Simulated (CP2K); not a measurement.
MgB under changes of volume

One of the cells (12.133 Å³/atom); the others are scaled copies at fixed shape and fractional positions:

```xyz
2
Lattice="2.8952 0.0000 0.0000 0.0000 2.8952 0.0000 0.0000 0.0000 2.8952" Properties=species:S:1:pos:R:3 pbc="T T T"
Mg    0.0000    0.0000    0.0000
B     1.4476    1.4476    1.4476
```

The cell was built by a generator and needn't be a form met in nature.

| Quantity | Value |
| --- | --- |
| Program | CP2K 2026.2 |
| Functional | LDA |
| Potentials or basis | GTH_POTENTIALS Mg GTH-PADE-q10, B GTH-PADE-q3; TZVP-MOLOPT-PBE-GTH basis |
| Density cutoff | 19048 eV |
| k mesh | 9 × 9 × 9 |
| Occupations | fermi-dirac, width 0.1 eV |
| Spin | no spin polarisation |

```csv
volume (Å³/atom),energy over the lowest point (meV/atom),pressure (GPa)
11.405,2.53,3.1
11.648,?,?
11.891,0.00,-0.8
12.133,2.52,-2.5
12.376,7.24,-4.0
12.619,14.36,-5.4
12.861,23.46,-6.6
```

What does the run at 11.648 Å³/atom give?

Energy over the lowest point 0.09 meV/atom; pressure 1.0 GPa.

Worked out: A Birch-Murnaghan fit of order 3 (a polynomial in V^(-2/3)) to the other rows has its minimum at 11.77 Å³/atom with B0 = V·E''(V) = 80 GPa (rough, since the energies scatter). It gives -0.01 meV/atom at 11.648 Å³/atom, against the run's 0.09, and -dE/dV = 0.8 GPa, against 1.0.

Energies are extrapolated to zero smearing.

Caveats: the basis of atomic orbitals isn't converged, which shifts pressures, moduli and gaps.
